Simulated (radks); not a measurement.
# Fractional charge and spin in the 5p shell of tellurium

The task here is to estimate one member of a computed series from the others.

Method: scalar-relativistic Kohn-Sham, LDA (Slater exchange, Perdew-Wang correlation), spin-polarised, spherical densities, finite nucleus. Code: radks (a radial shooting solver on a logarithmic mesh, Libxc functionals) version 1.

## The system

| Quantity | Value |
| --- | --- |
| element | tellurium (Z = 52) |
| configuration | [Kr] 4d10 5s2 5p(up 3, down 1) |
| nuclear rms radius | 4.7423 fm |

A shell typed twice in an input gives spin up, then spin down.

The first run:

The run's settings:

```text
Z 52
configuration [Kr] 4d10 5s2 5p3 5p1
relativity scalar-relativistic
functional lda,pw
spin polarised
nucleus finite rms 4.7423 fm
c 137.035999084
```

Among the steps run: 5p: up 3, down 1.

One table of the session follows, with a row left open; its other results are not shown here.

It belongs to the step «5p: up 3, down 1». From the orbitals of this run (lengths in bohr):

| level | <r> | outermost maximum (interpolated) | 90 % within | nodes |
| --- | --- | --- | --- | --- |
| 4p up | 0.8216 | 0.737 | 1.21 | 2 |
| 4p down | 0.8211 | 0.738 | 1.20 | 2 |
| 4d up | 0.9749 | 0.811 | 1.50 | 1 |
| 4d down | 0.9714 | 0.811 | 1.49 | 1 |
| 5s up | 2.077 | 1.79 | 3.05 | 4 |
| 5s down | ? | ? | ? | ? |
| 5p up | 2.641 | 2.16 | 4.00 | 3 |
| 5p down | 2.697 | 2.16 | 4.13 | 3 |

Estimate the missing values for 5s down.

**Answer.** <r>: 2.076; outermost maximum (interpolated): 1.78; 90 % within: 3.06; nodes: 4. In the column «<r>» it lies between 4d up (0.9749) and 5s up (2.077).
